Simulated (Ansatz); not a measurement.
# F6S: the cost of one run

Method: Hartree-Fock, Gaussian basis sto-3g, and further levels as typed in the inputs, in Ansatz 0.2.0.

## Step 1: The structure to begin with

Bond lengths: S1–F2 1.570 Å, S1–F3 1.570 Å, S1–F4 1.570 Å, S1–F5 1.570 Å, S1–F6 1.570 Å, S1–F7 1.570 Å. Angles (14 of 15 angles, heavy atoms first): F2–S1–F3 180.0°, F2–S1–F4 90.0°, F2–S1–F5 90.0°, F2–S1–F6 90.0°, F2–S1–F7 90.0°, F3–S1–F4 90.0°, F3–S1–F5 90.0°, F3–S1–F6 90.0°, F3–S1–F7 90.0°, F4–S1–F5 180.0°, F4–S1–F6 90.0°, F4–S1–F7 90.0°, F5–S1–F6 90.0°, F5–S1–F7 90.0°.

As a file:

```xyz
7

S     0.0000    0.0000    0.0000
F     1.5700    0.0000    0.0000
F    -1.5700    0.0000    0.0000
F     0.0000    1.5700    0.0000
F     0.0000   -1.5700    0.0000
F     0.0000    0.0000    1.5700
F     0.0000    0.0000   -1.5700
```

## Step 2: Relaxing the atoms: F6S

File input.yaml:

```yaml
relax:
  f_tol: 0.001
  max_steps: 200
crystal:
  periodic: [false, false, false]
  atoms:
    - { symbol: S, position_ang: [0.0, 0.0, 0.0] }
    - { symbol: F, position_ang: [1.57, 0.0, 0.0] }
    - { symbol: F, position_ang: [-1.57, 0.0, 0.0] }
    - { symbol: F, position_ang: [0.0, 1.57, 0.0] }
    - { symbol: F, position_ang: [0.0, -1.57, 0.0] }
    - { symbol: F, position_ang: [0.0, 0.0, 1.57] }
    - { symbol: F, position_ang: [0.0, 0.0, -1.57] }
basis:
  gaussian: { orbitals: sto-3g }
hamiltonian:
  xc: hf
```

Started as:

```sh
> ansatz run input.yaml --threads 4 --pin off --max-ram 14336MiB --backend cpu --events-out ev --progress --plain --runs-dir out
```

What time and memory should one allow on 4 threads of AMD EPYC 7R43 (Zen 3), shared host?

About 4.2 s, with a peak of 0.1 GiB.
